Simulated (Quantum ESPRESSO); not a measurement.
# MnAu2 (I4/mmm) in Quantum ESPRESSO: reference runs

Reference runs on MnAu2: the cell as given and a disturbed copy.

All numbers are computed with Quantum ESPRESSO 7.5; they aren't measurements. Logs are shortened: lines on timing, memory, paths and dates and some standing lists are left out, and cuts for length are marked.

## (1) Starting point

The structure is tetragonal, space group I4/mmm (No. 139). Conventional cell: a = 3.363 Å, b = 3.363 Å, c = 8.592 Å, α = 90.00°, β = 90.00°, γ = 90.00°. Au (site symmetry 4mm) is surrounded by 5 Au at 2.58 to 2.93 Å and 4 Mn at 2.70 Å. Mn (site symmetry 4/mmm) is surrounded by 10 Au at 2.70 to 3.01 Å.

## (2) Single point, PBEsol, collinear spin, ferromagnetic start

File pw.in:

```
&CONTROL
  calculation = 'scf'
  prefix = 'pwscf'
  outdir = './tmp'
  pseudo_dir = './pseudo'
  tprnfor = .true.
  tstress = .true.
  disk_io = 'low'
/
&SYSTEM
  ibrav = 0
  celldm(1) = 8
  nat = 3
  ntyp = 2
  ecutwfc = 45
  ecutrho = 360
  nbnd = 30
  occupations = 'smearing'
  smearing = 'fd'
  degauss = 0.00367493
  nspin = 2
  starting_magnetization(1) = 0
  starting_magnetization(2) = 0.2667
/
&ELECTRONS
  conv_thr = 6d-10
  electron_maxstep = 120
  mixing_beta = 0.3
/
ATOMIC_SPECIES
Au   196.9666 au_pbesol_v1.uspp.F.UPF
Mn    54.9380 mn_pbesol_v1.5.uspp.F.UPF
CELL_PARAMETERS alat
 -0.3971968098198   0.3971968098198   1.0147829289240
  0.3971968098198  -0.3971968098198   1.0147829289240
  0.3971968098198   0.3971968098198  -1.0147829289240
ATOMIC_POSITIONS crystal
Au     0.6500000000    0.6500000000    0.0000000000
Au     0.3500000000    0.3500000000    0.0000000000
Mn     0.0000000000    0.0000000000    0.0000000000
K_POINTS automatic
11 11 11 0 0 0
```

File pp_density.in:

```
&INPUTPP
  prefix = 'pwscf'
  outdir = './tmp'
  filplot = 'density.dat'
  plot_num = 0
/
&PLOT
  nfile = 1
  filepp(1) = 'density.dat'
  iflag = 3
  output_format = 6
  fileout = 'density.cube'
/
```

File pp_potential.in:

```
&INPUTPP
  prefix = 'pwscf'
  outdir = './tmp'
  filplot = 'potential.dat'
  plot_num = 11
/
&PLOT
  nfile = 1
  filepp(1) = 'potential.dat'
  iflag = 3
  output_format = 6
  fileout = 'potential.cube'
/
```

File pp_spin.in:

```
&INPUTPP
  prefix = 'pwscf'
  outdir = './tmp'
  filplot = 'spin.dat'
  plot_num = 6
/
&PLOT
  nfile = 1
  filepp(1) = 'spin.dat'
  iflag = 3
  output_format = 6
  fileout = 'spin.cube'
/
```

Potentials or basis: GBRV 1.5 PBEsol.

Run with:

```console
$ OMP_NUM_THREADS=1 mpirun -n 2 pw.x -nk 2 -in pw.in > pw.out
$ OMP_NUM_THREADS=1 mpirun -n 1 pp.x -in pp_density.in > pp_density.out
$ OMP_NUM_THREADS=1 mpirun -n 1 pp.x -in pp_potential.in > pp_potential.out
$ OMP_NUM_THREADS=1 mpirun -n 1 pp.x -in pp_spin.in > pp_spin.out
```

pw.out:

```text
This program is part of the open-source Quantum ESPRESSO suite
     for quantum simulation of materials; please cite
         "P. Giannozzi et al., J. Phys.:Condens. Matter 21 395502 (2009);
         "P. Giannozzi et al., J. Phys.:Condens. Matter 29 465901 (2017);
         "P. Giannozzi et al., J. Chem. Phys. 152 154105 (2020);
     in publications or presentations arising from this work. More details at

     Message from routine setup:
     using ibrav=0 with symmetry is DISCOURAGED, use correct ibrav instead

     K-points division:     npool     =       2
     Subspace diagonalization in iterative solution of the eigenvalue problem:
     a serial algorithm will be used

     G-vector sticks info
     --------------------
     sticks:   dense  smooth     PW     G-vecs:    dense   smooth      PW
     Sum        2083    1041    345                37689    13375    2515

     Using Slab Decomposition

     bravais-lattice index     =            0
     lattice parameter (alat)  =       8.0000  a.u.
     unit-cell volume          =     327.8798 (a.u.)^3
     number of atoms/cell      =            3
     number of atomic types    =            2
     number of electrons       =        37.00
     number of Kohn-Sham states=           30
     kinetic-energy cutoff     =      45.0000  Ry
     charge density cutoff     =     360.0000  Ry
     scf convergence threshold =      6.0E-10
     mixing beta               =       0.3000
     number of iterations used =            8  plain     mixing
     Exchange-correlation= SLA  PW   PSX  PSC
                           (   1   4  10   8   0   0   0)

     celldm(1)=   8.000000  celldm(2)=   0.000000  celldm(3)=   0.000000
     celldm(4)=   0.000000  celldm(5)=   0.000000  celldm(6)=   0.000000

     crystal axes: (cart. coord. in units of alat)
               a(1) = (  -0.397197   0.397197   1.014783 )
               a(2) = (   0.397197  -0.397197   1.014783 )
               a(3) = (   0.397197   0.397197  -1.014783 )

     reciprocal axes: (cart. coord. in units 2 pi/alat)
               b(1) = (  0.000000  1.258822  0.492716 )
               b(2) = (  1.258822  0.000000  0.492716 )
               b(3) = (  1.258822  1.258822  0.000000 )

     PseudoPot. # 1 for Au read from file:
     au_pbesol_v1.uspp.F.UPF
     Pseudo is Ultrasoft + core correction, Zval = 11.0
     Generated by new atomic code, or converted to UPF format
     Using radial grid of  985 points,  7 beta functions with:
                l(1) =   0
                l(2) =   0
                l(3) =   1
                l(4) =   1
                l(5) =   2
                l(6) =   2
                l(7) =   3
     Q(r) pseudized with  6 coefficients,  rinner =    1.900   1.900   1.900
                                                       1.900   1.900   1.900
                                                       1.900

     PseudoPot. # 2 for Mn read from file:
     mn_pbesol_v1.5.uspp.F.UPF
     Pseudo is Ultrasoft + core correction, Zval = 15.0
     Generated by new atomic code, or converted to UPF format
     Using radial grid of  859 points,  6 beta functions with:
                l(1) =   0
                l(2) =   0
                l(3) =   1
                l(4) =   1
                l(5) =   2
                l(6) =   2
     Q(r) pseudized with  8 coefficients,  rinner =    0.950   0.950   0.950
                                                       0.950   0.950

     atomic species   valence    mass     pseudopotential
     Au               11.00   196.96660     Au( 1.00)
     Mn               15.00    54.93800     Mn( 1.00)

     Starting magnetic structure
     atomic species   magnetization
     Au              0.000
     Mn              0.267

     16 Sym. Ops., with inversion, found

   Cartesian axes

     site n.     atom                  positions (alat units)
         1        Au     tau(   1) = (   0.0000000   0.0000000   1.3192178  )
         2        Au     tau(   2) = (  -0.0000000  -0.0000000   0.7103481  )
         3        Mn     tau(   3) = (   0.0000000   0.0000000   0.0000000  )

     number of k points=   126  Fermi-Dirac smearing, width (Ry)=  0.0037

     Number of k-points >= 100: set verbosity='high' to print them.

     Dense  grid:    37689 G-vectors     FFT dimensions: (  60,  60,  60)

     Smooth grid:    13375 G-vectors     FFT dimensions: (  40,  40,  40)

     Check: negative core charge=   -0.000005
     Generating pointlists ...
     new r_m :   0.2512 (alat units)  2.0093 (a.u.) for type    1
     new r_m :   0.2636 (alat units)  2.1084 (a.u.) for type    2

     Initial potential from superposition of free atoms

     starting charge      36.4997, renormalised to      37.0000
     Starting wfcs are   31 randomized atomic wfcs

     Self-consistent Calculation

     iteration #  1     ecut=    45.00 Ry     beta= 0.30
     Davidson diagonalization with overlap
     ethr =  1.00E-02,  avg # of iterations =  4.8

     total energy              =    -440.40927459 Ry
     estimated scf accuracy    <       0.86389053 Ry

     total magnetization       =     3.78 Bohr mag/cell
     absolute magnetization    =     3.91 Bohr mag/cell

     iteration #  2     ecut=    45.00 Ry     beta= 0.30
     Davidson diagonalization with overlap
     ethr =  2.33E-03,  avg # of iterations =  2.0

     total energy              =    -440.51419242 Ry
     estimated scf accuracy    <       0.31069790 Ry

     total magnetization       =     3.89 Bohr mag/cell
     absolute magnetization    =     4.01 Bohr mag/cell

     iteration #  3     ecut=    45.00 Ry     beta= 0.30
     Davidson diagonalization with overlap
     ethr =  8.40E-04,  avg # of iterations =  1.8

     total energy              =    -440.57191329 Ry
     estimated scf accuracy    <       0.06210938 Ry

     total magnetization       =     3.93 Bohr mag/cell
     absolute magnetization    =     4.10 Bohr mag/cell

     iteration #  4     ecut=    45.00 Ry     beta= 0.30
     Davidson diagonalization with overlap
     ethr =  1.68E-04,  avg # of iterations =  1.8

     negative rho (up, down):  0.000E+00 2.743E-05

     total energy              =    -440.58123623 Ry
     estimated scf accuracy    <       0.00458311 Ry

     total magnetization       =     3.99 Bohr mag/cell
     absolute magnetization    =     4.16 Bohr mag/cell

     iteration #  5     ecut=    45.00 Ry     beta= 0.30
     Davidson diagonalization with overlap
     ethr =  1.24E-05,  avg # of iterations =  4.4

     negative rho (up, down):  0.000E+00 5.607E-05

     total energy              =    -440.58202709 Ry
     estimated scf accuracy    <       0.00041395 Ry

     total magnetization       =     4.01 Bohr mag/cell
     absolute magnetization    =     4.21 Bohr mag/cell

     iteration #  6     ecut=    45.00 Ry     beta= 0.30
     Davidson diagonalization with overlap
     ethr =  1.12E-06,  avg # of iterations =  4.4

     negative rho (up, down):  0.000E+00 6.462E-05

     total energy              =    -440.58217414 Ry
     estimated scf accuracy    <       0.00005158 Ry

     total magnetization       =     4.01 Bohr mag/cell
     absolute magnetization    =     4.23 Bohr mag/cell

     iteration #  7     ecut=    45.00 Ry     beta= 0.30
     Davidson diagonalization with overlap
     ethr =  1.39E-07,  avg # of iterations =  2.6

     negative rho (up, down):  0.000E+00 6.884E-05

     total energy              =    -440.58219501 Ry
     estimated scf accuracy    <       0.00001502 Ry

     total magnetization       =     4.02 Bohr mag/cell
     absolute magnetization    =     4.24 Bohr mag/cell

     iteration #  8     ecut=    45.00 Ry     beta= 0.30
     Davidson diagonalization with overlap
     ethr =  4.06E-08,  avg # of iterations =  2.0

     negative rho (up, down):  0.000E+00 6.966E-05

     total energy              =    -440.58220005 Ry
     estimated scf accuracy    <       0.00000236 Ry

     total magnetization       =     4.02 Bohr mag/cell
     absolute magnetization    =     4.24 Bohr mag/cell

     iteration #  9     ecut=    45.00 Ry     beta= 0.30
     Davidson diagonalization with overlap
     ethr =  6.38E-09,  avg # of iterations =  3.0

     negative rho (up, down):  0.000E+00 6.999E-05

     total energy              =    -440.58220118 Ry
     estimated scf accuracy    <       0.00000093 Ry

     total magnetization       =     4.02 Bohr mag/cell
     absolute magnetization    =     4.24 Bohr mag/cell

     iteration # 10     ecut=    45.00 Ry     beta= 0.30
     Davidson diagonalization with overlap
     ethr =  2.52E-09,  avg # of iterations =  1.9

     negative rho (up, down):  0.000E+00 6.999E-05

     total energy              =    -440.58220132 Ry
     estimated scf accuracy    <       0.00000022 Ry

     total magnetization       =     4.02 Bohr mag/cell
     absolute magnetization    =     4.25 Bohr mag/cell

     iteration # 11     ecut=    45.00 Ry     beta= 0.30
     Davidson diagonalization with overlap
     ethr =  6.03E-10,  avg # of iterations =  2.1

     negative rho (up, down):  0.000E+00 6.997E-05

     total energy              =    -440.58220137 Ry
     estimated scf accuracy    <       0.00000001 Ry

     total magnetization       =     4.02 Bohr mag/cell
     absolute magnetization    =     4.25 Bohr mag/cell

     iteration # 12     ecut=    45.00 Ry     beta= 0.30
     Davidson diagonalization with overlap
     ethr =  3.88E-11,  avg # of iterations =  3.8

     negative rho (up, down):  0.000E+00 6.994E-05

     total energy              =    -440.58220138 Ry
     estimated scf accuracy    <          7.2E-10 Ry

     total magnetization       =     4.02 Bohr mag/cell
     absolute magnetization    =     4.25 Bohr mag/cell

     iteration # 13     ecut=    45.00 Ry     beta= 0.30
     Davidson diagonalization with overlap
     ethr =  1.95E-12,  avg # of iterations =  3.5

     negative rho (up, down):  0.000E+00 6.991E-05

     Magnetic moment per site  (integrated on atomic sphere of radius R)
     atom   1 (R=0.251)  charge=  8.5248  magn=  0.0776
     atom   2 (R=0.251)  charge=  8.5248  magn=  0.0776
     atom   3 (R=0.264)  charge= 13.5334  magn=  3.8098

     End of self-consistent calculation

     Number of k-points >= 100: set verbosity='high' to print the bands.

     the Fermi energy is    15.4453 ev

!    total energy              =    -440.58220138 Ry
     estimated scf accuracy    <          1.3E-10 Ry
     smearing contrib. (-TS)   =      -0.00065509 Ry
     internal energy E=F+TS    =    -440.58154630 Ry

     The total energy is F=E-TS. E is the sum of the following terms:
     one-electron contribution =     -95.51755808 Ry
     hartree contribution      =      81.81132253 Ry
     xc contribution           =    -150.36565658 Ry
     ewald contribution        =    -276.50965417 Ry

     total magnetization       =     4.02 Bohr mag/cell
     absolute magnetization    =     4.25 Bohr mag/cell

     convergence has been achieved in  13 iterations

     negative rho (up, down):  0.000E+00 6.991E-05

     Forces acting on atoms (cartesian axes, Ry/au):

     atom    1 type  1   force =     0.00000000    0.00000000    0.07756939
     atom    2 type  1   force =    -0.00000000   -0.00000000   -0.07756939
     atom    3 type  2   force =     0.00000000    0.00000000    0.00000000

     Total force =     0.109700     Total SCF correction =     0.000041

     Computing stress (Cartesian axis) and pressure

     negative rho (up, down):  0.000E+00 6.991E-05
          total   stress  (Ry/bohr**3)                   (kbar)     P=        9.84
  -0.00014384  -0.00000000  -0.00000000          -21.16       -0.00       -0.00
  -0.00000000  -0.00014384  -0.00000000           -0.00      -21.16       -0.00
  -0.00000000  -0.00000000   0.00048838           -0.00       -0.00       71.84

=------------------------------------------------------------------------------=
   JOB DONE.
=------------------------------------------------------------------------------=
```

Run time: 4 min. Hardware: 2 MPI ranks of Arm Neoverse V1, shared host; peak memory 0.58 GiB.

Results:

- Free energy: -5994.4262 eV
- Pressure: 1.0 GPa
- Largest force: 1.994 eV/Å
- Band gap on the k mesh: none (metal or under the smearing width)
- Net moment: 4.02 μB per cell
- Absolute moment: 4.25 μB per cell
- Site moments: Au +0.08; Mn +3.81 μB
- Valence electrons inside the program's atomic spheres: Au 8.52; Mn 13.53

Forces on the atoms (eV/Å):
```
Au   0.000  0.000  1.994
Au   0.000  0.000 -1.994
Mn   0.000  0.000  0.000
```

Caveat: forces of over 1 eV/Å show positions far from the minimum, so gaps and moduli don't describe the material at rest. The run has no spin-orbit coupling, so splittings on Au are missing.

## (3) Single point, PBEsol, collinear spin, ferromagnetic start (atoms moved at random, drawn with an rms of 0.05 Å)

File pw.in:

```
&CONTROL
  calculation = 'scf'
  prefix = 'pwscf'
  outdir = './tmp'
  pseudo_dir = './pseudo'
  tprnfor = .true.
  tstress = .true.
  disk_io = 'nowf'
/
&SYSTEM
  ibrav = 0
  nat = 3
  ntyp = 2
  ecutwfc = 45
  ecutrho = 360
  nbnd = 30
  occupations = 'smearing'
  smearing = 'fd'
  degauss = 0.00367493
  nspin = 2
  starting_magnetization(1) = 0
  starting_magnetization(2) = 0.2667
/
&ELECTRONS
  conv_thr = 6d-10
  electron_maxstep = 120
  mixing_beta = 0.3
/
ATOMIC_SPECIES
Au   196.9666 au_pbesol_v1.uspp.F.UPF
Mn    54.9380 mn_pbesol_v1.5.uspp.F.UPF
CELL_PARAMETERS angstrom
  -1.6815000000    1.6815000000    4.2960000000
   1.6815000000   -1.6815000000    4.2960000000
   1.6815000000    1.6815000000   -4.2960000000
ATOMIC_POSITIONS crystal
Au     0.6514230000    0.6586720000    0.0080500000
Au     0.3501520000    0.3398910000   -0.0101200000
Mn     0.0005870000    0.0072200000    0.0132880000
K_POINTS automatic
9 9 9 0 0 0
```

Potentials or basis: GBRV 1.5 PBEsol.

Run with:

```console
$ OMP_NUM_THREADS=1 mpirun -n 2 pw.x -nk 2 -in pw.in > pw.out
```

pw.out:

```text
This program is part of the open-source Quantum ESPRESSO suite
     for quantum simulation of materials; please cite
         "P. Giannozzi et al., J. Phys.:Condens. Matter 21 395502 (2009);
         "P. Giannozzi et al., J. Phys.:Condens. Matter 29 465901 (2017);
         "P. Giannozzi et al., J. Chem. Phys. 152 154105 (2020);
     in publications or presentations arising from this work. More details at

     K-points division:     npool     =       2
     Subspace diagonalization in iterative solution of the eigenvalue problem:
     a serial algorithm will be used

     G-vector sticks info
     --------------------
     sticks:   dense  smooth     PW     G-vecs:    dense   smooth      PW
     Sum        2083    1041    341                37689    13375    2499

     Using Slab Decomposition

     bravais-lattice index     =            0
     lattice parameter (alat)  =       9.2790  a.u.
     unit-cell volume          =     327.8798 (a.u.)^3
     number of atoms/cell      =            3
     number of atomic types    =            2
     number of electrons       =        37.00
     number of Kohn-Sham states=           30
     kinetic-energy cutoff     =      45.0000  Ry
     charge density cutoff     =     360.0000  Ry
     scf convergence threshold =      6.0E-10
     mixing beta               =       0.3000
     number of iterations used =            8  plain     mixing
     Exchange-correlation= SLA  PW   PSX  PSC
                           (   1   4  10   8   0   0   0)

     celldm(1)=   9.279017  celldm(2)=   0.000000  celldm(3)=   0.000000
     celldm(4)=   0.000000  celldm(5)=   0.000000  celldm(6)=   0.000000

[... 72 lines left out ...]

     starting charge      36.4997, renormalised to      37.0000
     Starting wfcs are   31 randomized atomic wfcs

     Self-consistent Calculation

     iteration #  1     ecut=    45.00 Ry     beta= 0.30
     Davidson diagonalization with overlap
     ethr =  1.00E-02,  avg # of iterations =  4.7

     total energy              =    -440.40815005 Ry
     estimated scf accuracy    <       0.86666112 Ry
[... 138 lines left out ...]
     iteration # 14     ecut=    45.00 Ry     beta= 0.30
     Davidson diagonalization with overlap
     ethr =  2.00E-12,  avg # of iterations =  2.6

     negative rho (up, down):  0.000E+00 3.287E-06

     Magnetic moment per site  (integrated on atomic sphere of radius R)
     atom   1 (R=0.217)  charge=  8.5499  magn=  0.0770
     atom   2 (R=0.217)  charge=  8.5561  magn=  0.0835
     atom   3 (R=0.222)  charge= 13.4155  magn=  3.7962

     End of self-consistent calculation

     Number of k-points >= 100: set verbosity='high' to print the bands.

     the Fermi energy is    15.4652 ev

!    total energy              =    -440.58248904 Ry
     estimated scf accuracy    <          1.0E-10 Ry
     smearing contrib. (-TS)   =      -0.00055441 Ry
     internal energy E=F+TS    =    -440.58193463 Ry

     The total energy is F=E-TS. E is the sum of the following terms:
     one-electron contribution =     -95.44140009 Ry
     hartree contribution      =      81.77529869 Ry
     xc contribution           =    -150.36727366 Ry
     ewald contribution        =    -276.54855957 Ry

     total magnetization       =     4.04 Bohr mag/cell
     absolute magnetization    =     4.26 Bohr mag/cell

     convergence has been achieved in  14 iterations

     negative rho (up, down):  0.000E+00 3.287E-06

     Forces acting on atoms (cartesian axes, Ry/au):

     atom    1 type  1   force =    -0.00105534    0.00126608    0.07021326
     atom    2 type  1   force =     0.01247233    0.00175182   -0.07691095
     atom    3 type  2   force =    -0.01141700   -0.00301790    0.00669769

     Total force =     0.105787     Total SCF correction =     0.000057

     Computing stress (Cartesian axis) and pressure

     negative rho (up, down):  0.000E+00 3.287E-06
          total   stress  (Ry/bohr**3)                   (kbar)     P=       10.79
  -0.00012886   0.00000357   0.00000155          -18.96        0.52        0.23
   0.00000357  -0.00011811  -0.00000117            0.52      -17.38       -0.17
   0.00000155  -0.00000117   0.00046692            0.23       -0.17       68.69

=------------------------------------------------------------------------------=
   JOB DONE.
=------------------------------------------------------------------------------=
```

Run time: 11 min. Hardware: 2 MPI ranks of Arm Neoverse V1, shared host; peak memory 0.94 GiB.

Results:

```yaml
Free_energy: -5994.4301 eV
Pressure: 1.1 GPa
Largest_force: 2.004 eV/Å
Band_gap_on_the_k_mesh: none (metal or under the smearing width)
Net_moment: 4.04 μB per cell
Absolute_moment: 4.26 μB per cell
Site_moments: Au +0.08; Mn +3.80 μB
Valence_electrons_inside_the_program's_atomic_spheres: Au 8.55, 8.56; Mn 13.42
```

Forces on the atoms (eV/Å):
```
Au  -0.027  0.033  1.805
Au   0.321  0.045 -1.977
Mn  -0.294 -0.078  0.172
```

Levels at points of the mesh, in eV from the Fermi level:
Spin up:
```tsv
k point	band 18	band 19	band 20	band 21	band 22	band 23
(0.00, 0.00, 0.00)	-2.52	-1.97	-1.52	2.08	3.12	9.02
```
Spin down:
```csv
k point,band 12,band 13,band 14,band 15,band 16,band 17,band 18,band 19,band 20,band 21
"(0.00, 0.00, 0.00)",-4.50,-4.24,-4.21,-3.18,-1.04,0.79,0.80,1.07,1.68,3.26
```
